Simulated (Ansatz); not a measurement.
# Tl6SCl4: the cost of one run

Method: DFT, PBE, plane-wave PAW, default files, scalar-relativistic, as far as a step names no other, in Ansatz 0.2.0.

1 further run of the same task is left out (it didn't finish).

**1. The starting structure**

The structure is tetragonal, space group P4/mnc (No. 128). Conventional cell: a = 8.513 Å, b = 8.513 Å, c = 9.271 Å, α = 90.00°, β = 90.00°, γ = 90.00°. Tl (site symmetry m) has 1 S at 2.92 Å and 4 Cl at 3.23 to 3.34 Å as nearest neighbours. Tl (site symmetry 4) has 1 S at 2.83 Å and 4 Cl at 3.19 Å as nearest neighbours. S (site symmetry 4/m) has 6 Tl at 2.83 to 2.92 Å as nearest neighbours. Around Cl (site symmetry 2) lie 6 Tl at 3.19 to 3.34 Å.

As a file:

```cif
data_structure
_symmetry_space_group_name_H-M 'P 1'
_symmetry_Int_Tables_number 1
_cell_length_a 8.5128
_cell_length_b 8.5128
_cell_length_c 9.2712
_cell_angle_alpha 90.000
_cell_angle_beta 90.000
_cell_angle_gamma 90.000
_cell_volume 671.86
loop_
_atom_site_label
_atom_site_type_symbol
_atom_site_fract_x
_atom_site_fract_y
_atom_site_fract_z
_atom_site_occupancy
Tl1 Tl 0.67577 0.88892 0.50000 1
Tl2 Tl 0.32423 0.11108 0.50000 1
Tl3 Tl 0.61108 0.82423 0.00000 1
Tl4 Tl 0.11108 0.67577 0.50000 1
Tl5 Tl 0.88892 0.32423 0.50000 1
Tl6 Tl 0.17577 0.61108 0.00000 1
Tl7 Tl 0.82423 0.38892 0.00000 1
Tl8 Tl 0.38892 0.17577 0.00000 1
Tl9 Tl 0.00000 0.00000 0.80575 1
Tl10 Tl 0.50000 0.50000 0.69425 1
Tl11 Tl 0.00000 0.00000 0.19425 1
Tl12 Tl 0.50000 0.50000 0.30575 1
S1 S 0.00000 0.00000 0.50000 1
S2 S 0.50000 0.50000 0.00000 1
Cl1 Cl 0.17217 0.32783 0.75000 1
Cl2 Cl 0.67217 0.17217 0.75000 1
Cl3 Cl 0.32783 0.82783 0.75000 1
Cl4 Cl 0.82783 0.67217 0.75000 1
Cl5 Cl 0.82783 0.67217 0.25000 1
Cl6 Cl 0.32783 0.82783 0.25000 1
Cl7 Cl 0.67217 0.17217 0.25000 1
Cl8 Cl 0.17217 0.32783 0.25000 1
```

**2. First run, atoms as given**

Contents of input.yaml:

```yaml
crystal:
  lattice:
    - [8.51277076, 0.0, 0.0]
    - [0.0, 8.51277076, 0.0]
    - [0.0, 0.0, 9.27117177]
  atoms:
    - { symbol: Tl, position: [0.67576549, 0.88892006, 0.5] }
    - { symbol: Tl, position: [0.32423451, 0.11107994, 0.5] }
    - { symbol: Tl, position: [0.61107994, 0.82423451, 0.0] }
    - { symbol: Tl, position: [0.11107994, 0.67576549, 0.5] }
    - { symbol: Tl, position: [0.88892006, 0.32423451, 0.5] }
    - { symbol: Tl, position: [0.17576549, 0.61107994, 0.0] }
    - { symbol: Tl, position: [0.82423451, 0.38892006, 0.0] }
    - { symbol: Tl, position: [0.38892006, 0.17576549, 0.0] }
    - { symbol: Tl, position: [0.0, 0.0, 0.80574952] }
    - { symbol: Tl, position: [0.5, 0.5, 0.69425048] }
    - { symbol: Tl, position: [0.0, 0.0, 0.19425048] }
    - { symbol: Tl, position: [0.5, 0.5, 0.30574952] }
    - { symbol: S, position: [0.0, 0.0, 0.5] }
    - { symbol: S, position: [0.5, 0.5, 0.0] }
    - { symbol: Cl, position: [0.17216777, 0.32783223, 0.75] }
    - { symbol: Cl, position: [0.67216777, 0.17216777, 0.75] }
    - { symbol: Cl, position: [0.32783223, 0.82783223, 0.75] }
    - { symbol: Cl, position: [0.82783223, 0.67216777, 0.75] }
    - { symbol: Cl, position: [0.82783223, 0.67216777, 0.25] }
    - { symbol: Cl, position: [0.32783223, 0.82783223, 0.25] }
    - { symbol: Cl, position: [0.67216777, 0.17216777, 0.25] }
    - { symbol: Cl, position: [0.17216777, 0.32783223, 0.25] }
kpoints:
  mp_grid: { grid: [4, 4, 3] }
scf:
  occupations: { method: fermi_dirac, width: 0.02 }
hamiltonian:
  xc: pbe
  pseudopotentials: { kind: paw }
output:
  forces: true
  stress: true
  populations: true
  efg:
    quadrupole_moments_barn: { S: -0.0694, Cl: -0.08112 }
    contact_densities: true
```

The run is started by

```console
ansatz run input.yaml --threads 1 --pin off --max-ram 2560MiB --backend cpu --events-out ev --progress --plain --runs-dir out
```

**Question.** How long does this run take on 1 thread of Arm Neoverse V2, shared host, and how much memory does it need?

About 77 s, with a peak of 1.3 GiB.
